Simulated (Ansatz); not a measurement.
# LiOs2: the cost of one run

Method: DFT PBE, scalar-relativistic, plane waves, PAW, in Ansatz 0.2.0.

**1. The starting structure**

It takes space group Fd-3m (No. 227, cubic). The conventional cell has a = 6.787 Å, b = 6.787 Å, c = 6.787 Å, α = 90.00°, β = 90.00°, γ = 90.00°. Li (site symmetry -43m) is surrounded by 12 Os at 2.81 Å and 4 Li at 2.94 Å. Os (site symmetry -3m) has 6 Os at 2.40 Å as nearest neighbours.

Structure file:

```xyz
6
Lattice="0.0000 3.3936 3.3936 3.3936 0.0000 3.3936 3.3936 3.3936 0.0000" Properties=species:S:1:pos:R:3 pbc="T T T"
Li    0.0000    0.0000    0.0000
Li    1.6968    1.6968    1.6968
Os    4.2420    4.2420    4.2420
Os    4.2420    2.5452    2.5452
Os    2.5452    2.5452    4.2420
Os    2.5452    4.2420    2.5452
```

This is candidate A: cubic Laves (C15) type (Fd-3m, No. 227).

(A quick probe on a coarse mesh, which set the mesh and smearing, is not shown.)

**3. Coarse relaxation (candidate A)**

input.yaml reads:

```yaml
crystal:
  lattice:
    - [0.0, 3.3935726503, 3.3935726503]
    - [3.3935726503, 0.0, 3.3935726503]
    - [3.3935726503, 3.3935726503, 0.0]
  atoms:
    - { symbol: Li, position: [0.0, 0.0, 0.0] }
    - { symbol: Li, position: [0.25, 0.25, 0.25] }
    - { symbol: Os, position: [0.625, 0.625, 0.625] }
    - { symbol: Os, position: [0.125, 0.625, 0.625] }
    - { symbol: Os, position: [0.625, 0.625, 0.125] }
    - { symbol: Os, position: [0.625, 0.125, 0.625] }
basis:
  ecutwfc: 420
kpoints:
  mp_grid: { grid: [4, 4, 4] }
hamiltonian:
  xc: pbe
scf:
  occupations: { method: gaussian, width: 0.1 }
  lower_state_search: "off"
output:
  forces: true
  stress: true
  eigenvalues: true
relax:
  adjacent_minimum: "off"
  f_tol: 0.04
  max_steps: 70
  cell: { stress_tol: 0.4 }
```

The run is started by

```console
$ ansatz run input.yaml --threads 1 --pin off --max-ram 2560MiB --backend cpu --events-out ev --progress --plain --runs-dir out
```

**Question.** How long does this run take on 1 thread of Arm Neoverse V2, shared host, and how much memory does it need?

About 8.6 s, with a peak of 0.34 GiB.
